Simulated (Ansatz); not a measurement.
# BrGeH5OSi: shift of H6 from Ge2 to O1, part 2 of 2

How high is the barrier for the shift of H6 from Ge2 to O1? Relax the two ends, then run a nudged elastic band between them. SMILES of the start: [OH][GeH]([SiH3])[Br].

Ansatz 0.2.0; RKS PBE0/def2-SVP.

## (8) The band again, with other settings

crystal.atoms is end A as relaxed above, and neb.final_atoms is end B, turned to lie on A. With 7 inner images the band has 9 in all.

The input, input.yaml:

```yaml
crystal:
  periodic: [false, false, false]
  atoms:
    - { symbol: O, position_ang: [0.309321, 0.973052, -1.750246] }
    - { symbol: Ge, position_ang: [-0.483212, 0.680872, -0.187418] }
    - { symbol: Si, position_ang: [0.75476, -1.040679, 0.891915] }
    - { symbol: Br, position_ang: [-2.635762, -0.129102, -0.571456] }
    - { symbol: H, position_ang: [-0.15031, 1.623108, -2.294684] }
    - { symbol: H, position_ang: [-0.694066, 2.017258, 0.555162] }
    - { symbol: H, position_ang: [2.150849, -0.578451, 1.150077] }
    - { symbol: H, position_ang: [0.757825, -2.238194, 0.00462] }
    - { symbol: H, position_ang: [0.078994, -1.354164, 2.18483] }
basis:
  gaussian: { orbitals: def2-SVP }
hamiltonian:
  xc: pbe0
neb:
  order_check: false
  images: 7
  f_tol: 0.03
  max_iterations: 55
  initial_path: linear
  final_atoms:
    - { symbol: O, position_ang: [0.13230558, 1.4509986, -1.13093246] }
    - { symbol: Ge, position_ang: [-0.74296043, 0.99800145, 0.8687965] }
    - { symbol: Si, position_ang: [0.69529103, -1.01311131, 0.91806118] }
    - { symbol: Br, position_ang: [-2.4707077, -0.19395245, -0.36725908] }
    - { symbol: H, position_ang: [-0.31565012, 0.78222497, -1.67855282] }
    - { symbol: H, position_ang: [-0.20708551, 2.30154066, -1.44319642] }
    - { symbol: H, position_ang: [2.06505825, -0.71988223, 1.45741654] }
    - { symbol: H, position_ang: [0.86149348, -1.60789259, -0.44910514] }
    - { symbol: H, position_ang: [0.0706544, -2.0442271, 1.80757171] }
```

Run with:

```
> ansatz run input.yaml --threads 2 --pin off --max-ram 3072MiB --backend cpu --events-out ev --progress --plain --runs-dir out
```

Log, shortened:

```text
Warning: RAYON_NUM_THREADS=2 ignored (pool sized by the plan → 2); use --threads N
[...]
Functional definition: PBE0
[...]
1250 factors; integrals over basis functions are off by at most 2.2e-4 eV
[...]
mean field -136531.95548794 eV, -5017.4568194986 hartree, gradient 4.6e-6 eV, S^2 0.000000; 0 other end points of the search recorded, 0 dependent functions left out
[...]
Atom 5 at    -0.292521     2.240140    -0.278249 Å, force    -0.002605    -0.008677    -0.005242 eV/Å
Atom 6 at     2.148958    -0.735551     1.227793 Å, force    -0.000352     0.000272    -0.001022 eV/Å
Atom 7 at     0.820754    -2.027314    -0.375803 Å, force    -0.002247    -0.002205    -0.003962 eV/Å
Atom 8 at     0.140501    -1.904320     1.979142 Å, force    -0.002517    -0.000371     0.002203 eV/Å
Dipole moment:     0.144880     0.064909     0.039202 e Å
this run last wrote the band of iteration 11 to <dir>
```

It took 3.9 min on 2 threads of Intel Xeon Platinum 8488C (Sapphire Rapids), shared host; peak memory 0.36 GiB.

## (9) What the band shows

Images 0 and 8 are the ends. Energies count from image 0; the path length is the program's own measure over all atoms.

```tsv
image	path (Å)	energy (eV)	H6–Ge2 (Å)	H6–O1 (Å)	band force (eV/Å)
0	0.000	0.0000	1.54	2.72	-
1	0.481	0.0084	1.54	2.71	0.003
2	0.962	0.2349	1.54	2.46	0.010
3	1.442	1.2840	1.53	1.96	0.013
4*	1.923	2.3827	1.62	1.43	0.013
5	2.443	1.1642	2.04	1.00	0.008
6	2.963	0.7706	2.53	0.97	0.005
7	3.483	0.6897	2.70	0.97	0.003
8	4.003	0.6783	2.71	0.97	-
```

The star marks the climbing image.

image, energy (eV) and a bar:
```
        0      0.000 
        1      0.008 
        2      0.235 ###
        3      1.284 ################
        4      2.383 ##############################
        5      1.164 ###############
        6      0.771 ##########
        7      0.690 #########
        8      0.678 #########
```

## (10) Another band, settings changed

crystal.atoms is end A as relaxed above, and neb.final_atoms is end B, turned to lie on A. With 3 inner images the band has 5 in all. The start path is listed, through a guess of the saddle.

input.yaml, as its differences from that of step 8:

```diff
@@ -18,6 +18,6 @@
   order_check: false
-  images: 7
+  images: 3
   f_tol: 0.03
-  max_iterations: 55
-  initial_path: linear
+  max_iterations: 60
+  climbing: true
   final_atoms:
@@ -32 +32,8 @@
     - { symbol: H, position_ang: [0.0706544, -2.0442271, 1.80757171] }
+  initial_path:
+    images:
+      - { positions_ang: [[0.309321, 0.973052, -1.750246], [-0.483212, 0.680872, -0.187418], [0.75476, -1.040679, 0.891915], [-2.635762, -0.129102, -0.571456], [-0.15031, 1.623108, -2.294684], [-0.694066, 2.017258, 0.555162], [2.150849, -0.578451, 1.150077], [0.757825, -2.238194, 0.00462], [0.078994, -1.354164, 2.18483]] }
+      - { positions_ang: [[0.24954985, 1.06447142, -1.65073099], [-0.57649667, 0.65375146, -0.1280375], [0.6836915, -1.01220583, 0.91135927], [-2.6513102, -0.19802682, -0.58531579], [-0.30479266, 1.75946624, -2.1133843], [-0.22008018, 1.73921826, 0.11751993], [2.0664094, -0.49125395, 1.21856565], [0.81010879, -2.16587701, 0.01233823], [0.03131917, -1.39584378, 2.20048549]] }
+      - { positions_ang: [[0.1897787, 1.15589084, -1.55121598], [-0.66978134, 0.62663093, -0.06865699], [0.612623, -0.98373265, 0.93080355], [-2.6668584, -0.26695163, -0.59917559], [-0.45927532, 1.89582447, -1.93208461], [0.25390564, 1.46117852, -0.32012213], [1.98196981, -0.4040569, 1.2870543], [0.86239258, -2.09356001, 0.02005647], [-0.01635567, -1.43752356, 2.21614098]] }
+      - { positions_ang: [[0.16104214, 1.30344472, -1.34107422], [-0.70637088, 0.81231619, 0.40006975], [0.65395702, -0.99842198, 0.92443236], [-2.56878305, -0.23045204, -0.48321734], [-0.38746272, 1.33902472, -1.80531872], [0.02341006, 1.88135959, -0.88165927], [2.02351403, -0.56196956, 1.37223542], [0.86194303, -1.8507263, -0.21452434], [0.02714937, -1.74087533, 2.01185634]] }
+      - { positions_ang: [[0.13230558, 1.4509986, -1.13093246], [-0.74296043, 0.99800145, 0.8687965], [0.69529103, -1.01311131, 0.91806118], [-2.4707077, -0.19395245, -0.36725908], [-0.31565012, 0.78222497, -1.67855282], [-0.20708551, 2.30154066, -1.44319642], [2.06505825, -0.71988223, 1.45741654], [0.86149348, -1.60789259, -0.44910514], [0.0706544, -2.0442271, 1.80757171]] }
```

Run with:

```
> ansatz run input.yaml --threads 2 --pin off --max-ram 3072MiB --backend cpu --events-out ev --progress --plain --runs-dir out
```

Log, shortened:

```text
Warning: RAYON_NUM_THREADS=2 ignored (pool sized by the plan → 2); use --threads N
[...]
[... 1 set-up line as earlier in the session ...]
[...]
1250 factors; integrals over basis functions are off by at most 2.2e-4 eV
[...]
mean field -136531.95548794 eV, -5017.4568194986 hartree, gradient 4.6e-6 eV, S^2 0.000000; 0 other end points of the search recorded, 0 dependent functions left out
[...]
Atom 5 at    -0.236516     2.210110    -0.533123 Å, force    -0.005166     0.005464     0.000879 eV/Å
Atom 6 at     2.027675    -0.637428     1.485899 Å, force     0.002199    -0.000293    -0.001442 eV/Å
Atom 7 at     0.824206    -2.055443    -0.109117 Å, force    -0.003538     0.002060    -0.002461 eV/Å
Atom 8 at    -0.067946    -1.701337     2.149393 Å, force    -0.003602     0.001610     0.003334 eV/Å
Dipole moment:     0.146773     0.064379     0.037682 e Å
this run last wrote the band of iteration 17 to <dir>
```

Wall time 2.6 min (2 threads of Intel Xeon Platinum 8488C (Sapphire Rapids), shared host); peak memory 0.37 GiB.

## (11) The band, image by image

Images 0 and 4 are the ends. Energies count from image 0; the path length is the program's own measure over all atoms.

```tsv
image	path (Å)	energy (eV)	H6–Ge2 (Å)	H6–O1 (Å)	band force (eV/Å)
0	0.000	0.0000	1.54	2.72	-
1	0.869	0.3376	1.53	2.38	0.029
2*	1.739	2.3829	1.62	1.43	0.021
3	2.681	0.7858	2.47	0.97	0.010
4	3.623	0.6783	2.71	0.97	-
```

The star marks the climbing image.

image, energy (eV) and a bar:
```
        0      0.000 
        1      0.338 ####
        2      2.383 ##############################
        3      0.786 ##########
        4      0.678 #########
```

## (12) Dynamics from the top

It starts at the highest inner image of the first converged band: 200 steps of 0.5 fs at constant energy, with velocities drawn for 300 K.

The input, input.yaml:

```yaml
crystal:
  periodic: [false, false, false]
  atoms:
    - { symbol: O, position_ang: [0.314073, 1.308428, -1.513328] }
    - { symbol: Ge, position_ang: [-0.565586, 0.816125, 0.217085] }
    - { symbol: Si, position_ang: [0.686864, -1.081889, 1.014535] }
    - { symbol: Br, position_ang: [-2.57642, -0.173835, -0.485198] }
    - { symbol: H, position_ang: [-0.343069, 1.268806, -2.226179] }
    - { symbol: H, position_ang: [-0.226046, 2.205691, -0.538337] }
    - { symbol: H, position_ang: [2.026786, -0.636435, 1.501869] }
    - { symbol: H, position_ang: [0.842789, -2.038089, -0.121585] }
    - { symbol: H, position_ang: [-0.070992, -1.715101, 2.133938] }
basis:
  gaussian: { orbitals: def2-SVP }
hamiltonian:
  xc: pbe0
md:
  timestep: 0.5
  n_steps: 200
  ensemble: nve
  temperature: 300.0
  initial_velocities: maxwell_boltzmann
  seed: 10913
```

Run with:

```
> ansatz run input.yaml --threads 2 --pin off --max-ram 3072MiB --backend cpu --events-out ev --progress --plain --runs-dir out
```

Log, shortened:

```text
Warning: RAYON_NUM_THREADS=2 ignored (pool sized by the plan → 2); use --threads N
[...]
[... 1 set-up line as earlier in the session ...]
[...]
1254 factors; integrals over basis functions are off by at most 2.5e-4 eV
[...]
mean field -136529.57252477 eV, -5017.3692472174 hartree, gradient 4.9e-6 eV, S^2 0.000000; 0 other end points of the search recorded, 0 dependent functions left out
[...]
md step    96: t =    48.00 fs  T =  1228.2 K  F+E_penalty+E_count = -136530.41287080 eV  E_kin = 1.111334 eV  conserved = -136529.30153638 eV  (27 SCF iters)
md step    97: t =    48.50 fs  T =  1398.6 K  F+E_penalty+E_count = -136530.57597310 eV  E_kin = 1.265455 eV  conserved = -136529.31051844 eV  (27 SCF iters)
md step    98: t =    49.00 fs  T =  1478.4 K  F+E_penalty+E_count = -136530.64922101 eV  E_kin = 1.337677 eV  conserved = -136529.31154384 eV  (26 SCF iters)
```

## (13) The output, continued: dynamics from the highest image of the converged band

Output, continued, shortened:

```text
md step    99: t =    49.50 fs  T =  1429.0 K  F+E_penalty+E_count = -136530.60108300 eV  E_kin = 1.292995 eV  conserved = -136529.30808824 eV  (27 SCF iters)
[...]
md step   124: t =    62.00 fs  T =   757.3 K  F+E_penalty+E_count = -136529.98428172 eV  E_kin = 0.685215 eV  conserved = -136529.29906656 eV  (28 SCF iters)
[...]
Atom 5 at     1.430707     0.784518    -3.268624 Å, force    -0.082233    -0.000107     0.433360 eV/Å
Atom 6 at     1.883638    -1.015264     1.423381 Å, force     0.360638     0.079436    -0.016773 eV/Å
Atom 7 at     0.774849    -1.587748    -0.728882 Å, force     0.037963     0.109147     0.514198 eV/Å
Atom 8 at    -0.107204    -2.278925     1.468178 Å, force    -0.150707     0.084273    -0.086944 eV/Å
Dipole moment:     0.216008     0.336601    -0.351050 e Å
```

It took 9.8 min on 2 threads of Intel Xeon Platinum 8488C (Sapphire Rapids), shared host; peak memory 0.36 GiB.

## (14) What the atoms did

One step in 15; energies are changes from step 0:

```tsv
time (fs)	T (K)	potential energy change (meV/atom)	total energy change (meV/atom)	H6–Ge2 (Å)	H6–O1 (Å)
0.0	300	0.0	0.00	1.62	1.43
7.5	895	-60.0	-0.17	1.78	1.07
15.0	821	-52.1	0.24	2.56	1.17
22.5	1280	-98.8	-0.26	3.04	1.07
30.0	1432	-115.0	-1.21	3.15	0.91
37.5	1315	-102.0	0.01	3.15	0.88
45.0	1530	-124.3	-0.67	2.98	1.03
52.5	853	-55.3	0.27	2.61	1.14
60.0	881	-58.3	0.07	2.49	1.10
67.5	1203	-91.9	-1.19	2.71	0.98
75.0	753	-44.8	0.80	3.12	0.86
82.5	1201	-92.0	-1.36	3.59	0.92
90.0	1049	-75.5	-0.25	4.15	1.07
97.5	695	-39.4	0.34	4.55	1.13
100.0	1312	-103.0	-1.26	4.48	0.97
```

time (fs), T (K) and a bar:
```
      0.0        300 
      4.5        358 #
      8.5       1036 ##################
     13.0       1204 ######################
     17.5       1461 ############################
     21.5       1522 ##############################
     26.0       1191 ######################
     30.5       1533 ##############################
     35.0       1174 #####################
     39.0       1455 ############################
     43.5       1038 ##################
     48.0       1228 #######################
     52.0        825 #############
     56.5        752 ###########
     61.0        686 #########
     65.0        786 ############
     69.5        683 #########
     74.0        897 ###############
     78.5        694 ##########
     82.5       1201 ######################
     87.0        872 ##############
     91.5       1253 #######################
     95.5       1068 ###################
    100.0       1312 #########################
```

Bonds that form or break, judged by distance (formed within 1.15 times the sum of covalent radii and held on average over 12 fs, broken when stretched by half; pairs already stretched at the start don't count as bonds):

```tsv
time (fs)	bond	event
7.5	O1–H6	forms
12.5	Ge2–H6	breaks
47.5	O1–Ge2	breaks
```

The last frame stands with a bonding of neither end.

## (15) A trajectory let go at the top

It starts at the highest inner image of the first converged band: 200 steps of 0.5 fs at constant energy, with velocities drawn for 100 K.

input.yaml, as its differences from that of step 12:

```diff
@@ -20,4 +20,4 @@
   ensemble: nve
-  temperature: 300.0
+  temperature: 100.0
   initial_velocities: maxwell_boltzmann
-  seed: 10913
+  seed: 10914
```

Run with:

```
> ansatz run input.yaml --threads 2 --pin off --max-ram 3072MiB --backend cpu --events-out ev --progress --plain --runs-dir out
```

Log, shortened:

```text
Warning: RAYON_NUM_THREADS=2 ignored (pool sized by the plan → 2); use --threads N
[...]
[... 1 set-up line as earlier in the session ...]
[...]
1254 factors; integrals over basis functions are off by at most 2.5e-4 eV
[...]
mean field -136529.57252477 eV, -5017.3692472174 hartree, gradient 4.9e-6 eV, S^2 0.000000; 0 other end points of the search recorded, 0 dependent functions left out
[...]
md step    96: t =    48.00 fs  T =  2176.3 K  F+E_penalty+E_count = -136531.45234006 eV  E_kin = 1.969189 eV  conserved = -136529.48315138 eV  (26 SCF iters)
md step    97: t =    48.50 fs  T =  2224.1 K  F+E_penalty+E_count = -136531.49573912 eV  E_kin = 2.012444 eV  conserved = -136529.48329470 eV  (29 SCF iters)
md step    98: t =    49.00 fs  T =  2258.5 K  F+E_penalty+E_count = -136531.52697228 eV  E_kin = 2.043533 eV  conserved = -136529.48343902 eV  (28 SCF iters)
```

## (16) The output, continued: dynamics from the highest image of the converged band

The log, continued, shortened:

```text
md step    99: t =    49.50 fs  T =  2276.7 K  F+E_penalty+E_count = -136531.54361447 eV  E_kin = 2.060038 eV  conserved = -136529.48357617 eV  (25 SCF iters)
[...]
md step   124: t =    62.00 fs  T =   263.3 K  F+E_penalty+E_count = -136529.71981251 eV  E_kin = 0.238215 eV  conserved = -136529.48159773 eV  (28 SCF iters)
[...]
Atom 5 at    -1.283746     1.739555     1.293575 Å, force     1.274429    -0.304465    -1.308292 eV/Å
Atom 6 at     2.239188    -0.685274     1.245230 Å, force    -0.384778    -0.117698    -0.070884 eV/Å
Atom 7 at     0.588848    -2.254907     0.251115 Å, force     0.074239    -0.275447    -0.357230 eV/Å
Atom 8 at     0.137519    -1.308849     2.387659 Å, force     0.047710     0.020099     0.182030 eV/Å
Dipole moment:     0.541642     0.389730     0.007165 e Å
```

Run time: 11 min. Hardware: 2 threads of Intel Xeon Platinum 8488C (Sapphire Rapids), shared host; peak memory 0.36 GiB.

## (17) What the atoms did

One step in 8; energies are changes from step 0:

```tsv
time (fs)	T (K)	potential energy change (meV/atom)	total energy change (meV/atom)	H6–Ge2 (Å)	H6–O1 (Å)
0.0	100	0.0	0.00	1.62	1.43
4.0	63	3.8	0.05	1.66	1.51
8.0	210	-11.1	0.05	1.60	1.62
12.0	744	-64.6	0.11	1.51	1.88
16.0	1849	-176.1	-0.20	1.60	2.42
20.0	1964	-187.4	-0.09	1.80	3.01
24.0	1653	-156.2	-0.04	1.88	3.34
28.0	1442	-135.0	-0.12	1.73	3.33
32.0	630	-53.3	-0.05	1.46	3.10
36.0	340	-24.1	0.00	1.46	3.08
40.0	1004	-90.9	-0.05	1.71	3.30
44.0	1571	-148.0	-0.04	1.82	3.33
48.0	2176	-208.9	-0.12	1.72	3.04
52.0	2055	-196.7	-0.16	1.57	2.53
56.0	982	-88.6	0.06	1.58	2.07
60.0	344	-24.4	0.06	1.62	1.83
64.0	297	-19.8	0.04	1.54	1.77
68.0	761	-66.4	0.06	1.49	1.97
72.0	1613	-152.2	-0.13	1.62	2.44
76.0	1782	-169.2	-0.07	1.77	2.95
80.0	1747	-165.7	-0.05	1.79	3.23
84.0	1646	-155.6	-0.15	1.63	3.21
88.0	841	-74.5	0.04	1.47	3.07
92.0	526	-42.8	0.04	1.53	3.08
96.0	1049	-95.4	0.00	1.66	3.14
100.0	1897	-180.8	-0.09	1.68	3.05
```

time (fs), T (K) and a bar:
```
      0.0        100 
      4.5         67 
      8.5        246 ###
     13.0       1013 #############
     17.5       2027 ############################
     21.5       1847 #########################
     26.0       1544 #####################
     30.5       1072 ##############
     35.0        186 ##
     39.0        877 ############
     43.5       1491 ####################
     48.0       2176 ##############################
     52.0       2055 ############################
     56.5        859 ###########
     61.0        288 ###
     65.0        355 ####
     69.5       1101 ###############
     74.0       1789 ########################
     78.5       1735 ########################
     82.5       1754 ########################
     87.0       1069 ##############
     91.5        513 ######
     95.5        950 #############
    100.0       1897 ##########################
```

The last frame stands with the bonds of end A.

## (18) Summary of results

What follows sums up all 2 parts.

| quantity | value |
| --- | --- |
| end A | 6 moves, 0.377 eV lower |
| end B | 22 moves, 2.821 eV lower |
| first band: barrier forwards | 2.383 eV |
| first band: barrier backwards | 1.705 eV |
| first band: second end relative to first | +0.678 eV |
| first band: highest image | 4 of 0 to 8, climbing |
| first band: band iterations | 13 |
| imaginary modes at the top | 1401i cm⁻¹ |
| second band | top 2.383 eV above image 0, 11 iterations, 7 inner images |
| time, first and second band | 4.5 min and 3.9 min |
| third band | top 2.383 eV above image 0, 17 iterations, 3 inner images |
| time, first and third band | 4.5 min and 2.6 min |
| trajectory at 300 K, after 100 fs | with a bonding of neither end, at 1312 K |
| trajectory at 100 K, after 100 fs | with the bonds of end A, at 1897 K |

In words: In the first band: along this path the system climbs 2.38 eV from the first end (92 kT at 300 K); with a typical attempt rate of 10^13 per second that is roughly 10^-27 events a second. The second end lies 0.68 eV above the first, so the way back costs 1.70 eV. By distance, end A alone has Ge2–H6 and end B alone has O1–H6. One imaginary mode, as a first-order saddle point has. The second band's top agrees with the first's to 1 meV, so the changed settings hardly move the height. The third band's top agrees with the first's to 1 meV, so the changed settings hardly move the height. These are electronic energies, with no zero-point or thermal terms. Tunnelling, which matters where hydrogen moves, is missing too.
